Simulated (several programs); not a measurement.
**What each method gives for B₂AsN (ordering on zincblende)**

An ordered 4-atom cell of B₂AsN on the zincblende lattice (P-4m2), relaxed with r2SCAN in Ansatz, was computed with several methods. Space group P-4m2 (No. 115), tetragonal; a = 2.989 Å, c = 4.274 Å in the conventional setting, 9.54 Å³ an atom. N is surrounded by 4 B at 1.72 Å; B is surrounded by 2 N at 1.72 Å and 2 As at 1.97 Å; As is surrounded by 4 B at 1.97 Å. Simulation only: spin-unpolarised, and no claim that this is the phase found in nature.

```yaml
crystal:
  lattice:
    - [2.98865, 0.00000, 0.00000]
    - [0.00000, 2.98865, 0.00000]
    - [0.00000, 0.00000, 4.27447]
  atoms:
    - { symbol: N, position: [0.00000, 0.00000, 0.00000] }
    - { symbol: B, position: [0.00000, 0.50000, 0.80135] }
    - { symbol: As, position: [0.50000, 0.50000, 0.50000] }
    - { symbol: B, position: [0.50000, 0.00000, 0.19865] }
```

Gaps and times are for a single point on this cell; volume and bulk modulus come from each method's own relaxation or energy curve at fixed shape, which is too stiff where a cell has free coordinates or axes. Times are rough, from shared hosts (Arm Neoverse V2), and each method has its own mesh and cell size. A double dagger marks a value from a curve with shape and coordinates held. PM6 (MOPAC), PM7 (MOPAC), GFN1-xTB (tblite), GFN2-xTB (tblite) treat a cluster of cells at its zone centre, which samples few k points: where these miss a band edge, the gap comes out too large for that reason alone. Gaps from k meshes are read at a limited set of points (mesh, symmetry points, PBE's band edges), so each method's own least gap may be somewhat smaller. xTB and the PM methods were fitted mostly to molecules, and can miss a solid's gap by electronvolts. Minimal bases can be far off for gaps. Times of the plane-wave ladder aren't listed, since it ran on unlike processors and cards. d marks a direct gap, i an indirect one (no mark: not told apart), a dash a value that wasn't computed or didn't pass its checks.

```csv
method,kind,gap (eV),own volume (Å³/atom),bulk modulus (GPa),atoms computed,processor time
light PBE (260 eV and a coarse mesh),light plane-wave,0,–,–,4,0.84 s
GFN1-xTB (tblite),tight binding,2.17,9.65‡,231‡,cluster,2.9 s
PBE,semilocal,0,9.64,202‡,4,–
PBE/SZV (CP2K),small basis,2.79 d,10.09‡,195‡,4,6.7 s
GFN2-xTB (tblite),tight binding,1.27,10.01‡,191‡,cluster,7.5 s
PM7 (MOPAC),semi-empirical,5.13,9.45‡,329‡,cluster,8 s
PM6 (MOPAC),semi-empirical,4.02,–,–,cluster,9 s
r2SCAN,semilocal,0.17 d,9.54,214‡,4,–
PBE/single zeta (GPAW),small basis,1.41 d,–,–,4,13 s
PBE/DZVP (CP2K),small basis,0.10 d,9.72‡,198‡,4,17 s
PBE+SOC,semilocal,0.09 d,–,–,4,–
HSE06,hybrid,0.76 d,–,–,4,–
```

Against HSE06 (0.76 eV) and with closed or daggered gaps left aside, the nearest gap at the points sampled is that of GFN2-xTB (tblite) (+0.51 eV) and the farthest that of PM7 (MOPAC) (+4.37 eV). HSE06 is only a yardstick of convenience, and nearness to it can be luck.

Volumes against r2SCAN's: PBE +1.0 %.

With PBE the bands overlap or touch, or nearly. Semilocal functionals can close a real gap, so this doesn't show a metal; small gaps of other methods may in turn close between the points read or with spin-orbit coupling, and the solid may be a semimetal.

Only the rows marked +SOC include spin-orbit coupling.
